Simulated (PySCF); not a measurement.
# One shape, several levels: C6H3B (SMILES C#CB(C#C)C#C)

We compute a comparison of 3 runs (HF/STO-3G, HF/6-31+G*, TPSSh/pcseg-1) of C6H3B. Input form: a Python script.

The calculation is run with PySCF 2.14.0.

### Step 1. The molecule

The species is C6H3B (10 atoms), meant as a singlet with charge 0. As SMILES, `C#CB(C#C)C#C`. Geometry: relaxed at PBE0-D4/def2-TZVP.

Bond lengths: C1–C2 1.207 Å, C2–B3 1.514 Å, B3–C4 1.514 Å, C4–C5 1.207 Å, B3–C6 1.514 Å, C6–C7 1.207 Å, C1–H8 1.066 Å, C5–H9 1.066 Å, C7–H10 1.066 Å. Angles: C1–C2–B3 180.0°, C2–B3–C4 120.0°, C2–B3–C6 120.0°, C4–B3–C6 120.0°, B3–C4–C5 180.0°, B3–C6–C7 180.0°, C2–C1–H8 180.0°, C4–C5–H9 180.0°, C6–C7–H10 180.0°.

### Step 2. Energy and forces at HF/STO-3G (run 1)

Contents of mol.xyz:

```xyz
10

C      0.128800    -2.602700     0.802200
C      0.074900    -1.450500     0.446400
B      0.007900    -0.005400     0.000100
C     -1.278800     0.776700     0.156900
C     -2.304500     1.400800     0.282000
C      1.228000     0.657800    -0.602800
C      2.200900     1.186700    -1.083300
H      0.176200    -3.620000     1.116500
H     -3.210100     1.951700     0.392500
H      3.059900     1.653700    -1.507500
```

Contents of job.py:

```python
from pyscf import gto

mol = gto.Mole()
mol.atom = 'mol.xyz'
mol.spin = 0
mol.verbose = 4
mol.max_memory = 1860
mol.charge = 0
mol.basis = 'sto-3g'
mol.build()

hf = mol.RHF()
hf.conv_tol = 1e-10
hf.kernel()
if not hf.converged:
    hf = hf.newton().run(hf.mo_coeff, hf.mo_occ)

e_tot = hf.e_tot
print(f'total energy: {e_tot:.8f} hartree')
grad = hf.nuc_grad_method().kernel()
hf.analyze()
```

The run is started by

```console
$ OMP_NUM_THREADS=1 python job.py
```

The program printed:

```text
PySCF version 2.14.0

[... 81 lines left out ...]
Two-electron Energy =                  269.768381488473494
[... 9 lines left out ...]
MO #6   energy= -10.9772486946241  occ= 2
[... 7 lines left out ...]
MO #14  energy= -0.632055083200125 occ= 2
[... 7 lines left out ...]
MO #22  energy= -0.330790876572    occ= 2
[... 7 lines left out ...]
MO #30  energy= 0.581392477424949  occ= 0
[... 7 lines left out ...]
MO #38  energy= 1.46134116117047   occ= 0
[... 51 lines left out ...]
Dipole moment(X, Y, Z, Debye):  0.00023,  0.00057,  0.00030
```

Wall time 3.3 s (1 thread of Intel Xeon at 2.70GHz, shared host); peak memory 0.12 GiB.

### Step 3. Energy and forces at HF/6-31+G(d) (spherical functions) (run 2)

Contents of calc.py:

```python
import pyscf.grad
from pyscf import gto

mol = gto.M(
    atom=[
    ('C', (0.128800, -2.602700, 0.802200)),
    ('C', (0.074900, -1.450500, 0.446400)),
    ('B', (0.007900, -0.005400, 0.000100)),
    ('C', (-1.278800, 0.776700, 0.156900)),
    ('C', (-2.304500, 1.400800, 0.282000)),
    ('C', (1.228000, 0.657800, -0.602800)),
    ('C', (2.200900, 1.186700, -1.083300)),
    ('H', (0.176200, -3.620000, 1.116500)),
    ('H', (-3.210100, 1.951700, 0.392500)),
    ('H', (3.059900, 1.653700, -1.507500)),
],
    basis='6-31+g*',
    charge=0,
    verbose=4,
    spin=0,
    max_memory=1860,
)

mf = mol.RHF()
mf.conv_tol = 1e-10
mf.kernel()
if not mf.converged:
    mf = mf.newton().run(mf.mo_coeff, mf.mo_occ)

e_tot = mf.e_tot
print('E(%s) = %.9f' % ('HF', e_tot))
grad = mf.Gradients().kernel()
mf.analyze()
```

The run is started by

```console
$ OMP_NUM_THREADS=1 python calc.py
```

The program printed:

```text
PySCF version 2.14.0

[... 101 lines left out ...]
MO #12  energy= -0.750369189855822 occ= 2
[... 23 lines left out ...]
MO #36  energy= 0.181626921778105  occ= 0
[... 23 lines left out ...]
MO #60  energy= 0.420557137622865  occ= 0
[... 23 lines left out ...]
MO #84  energy= 1.13607645133254   occ= 0
[... 23 lines left out ...]
MO #108 energy= 1.94753965636822   occ= 0
[... 23 lines left out ...]
MO #132 energy= 3.81570058398851   occ= 0
[... 145 lines left out ...]
Dipole moment(X, Y, Z, Debye):  0.00064,  0.00085,  0.00066
```

Run time: 29 s. Hardware: 1 thread of Intel Xeon at 2.70GHz, shared host; peak memory 0.41 GiB.

### Step 4. Energy and forces at TPSSh/pcseg-1 (run 3)

Contents of calc.py:

```python
import pyscf.grad
from pyscf import gto, dft

molecule = gto.M(
    atom='''
C        0.128800      -2.602700       0.802200
C        0.074900      -1.450500       0.446400
B        0.007900      -0.005400       0.000100
C       -1.278800       0.776700       0.156900
C       -2.304500       1.400800       0.282000
C        1.228000       0.657800      -0.602800
C        2.200900       1.186700      -1.083300
H        0.176200      -3.620000       1.116500
H       -3.210100       1.951700       0.392500
H        3.059900       1.653700      -1.507500
''',
    charge=0,
    max_memory=1860,
    basis='pcseg-1',
    verbose=4,
)

ks = dft.RKS(molecule)
ks.xc = 'tpssh'
ks.grids.level = 5
ks.conv_tol = 1e-10
ks.kernel()
if not ks.converged:
    ks = ks.newton().run(ks.mo_coeff, ks.mo_occ)

etot = ks.e_tot
print('Final energy', etot)
grad = ks.Gradients().kernel()
ks.analyze()
```

The run is started by

```console
$ OMP_NUM_THREADS=1 python calc.py
```

The program printed:

```text
PySCF version 2.14.0

[... 107 lines left out ...]
MO #8   energy= -0.755050980097756 occ= 2
[... 20 lines left out ...]
MO #29  energy= 0.0718212381502931 occ= 0
[... 20 lines left out ...]
MO #50  energy= 0.599021950533416  occ= 0
[... 20 lines left out ...]
MO #71  energy= 1.38488061368987   occ= 0
[... 20 lines left out ...]
MO #92  energy= 1.98134303153642   occ= 0
[... 20 lines left out ...]
MO #113 energy= 3.9020832935404    occ= 0
[... 126 lines left out ...]
Dipole moment(X, Y, Z, Debye):  0.00067,  0.00081,  0.00058
```

It took 87 s on 1 thread of Intel Xeon at 2.70GHz, shared host; peak memory 1.2 GiB.

### Step 5. Overview of the runs

```csv
run,level,integration grid,energy (Eh),dipole moment (D),HOMO energy (eV),LUMO energy (eV),wall time
1,HF/STO-3G,–,-250.315522,0.00,-9.00,4.01,3.3 s
2,HF/6-31+G* (spherical functions),–,-253.489357,0.00,-10.69,0.62,29 s
3,TPSSh/pcseg-1,5,-255.078454,0.00,-7.34,-3.19,87 s
```

### Step 6. Summary of results

| quantity | value |
| --- | --- |
| run 3: total energy | -255.07845 Eh |
| run 3: dipole moment | 0.00 D |
| run 3: HOMO energy | -7.34 eV |
| run 3: LUMO energy | -3.19 eV |
| run 3: HOMO–LUMO gap | 4.14 eV |
| run 3: largest force on an atom | 0.882 eV/Å |

The HOMO–LUMO gap runs from 4.14 eV (TPSSh/pcseg-1) to 13.01 eV (HF/STO-3G). The two ends differ in method and basis. In run 1 the basis is minimal, so the values are rough. All runs together took 2 min, the longest 87 s.
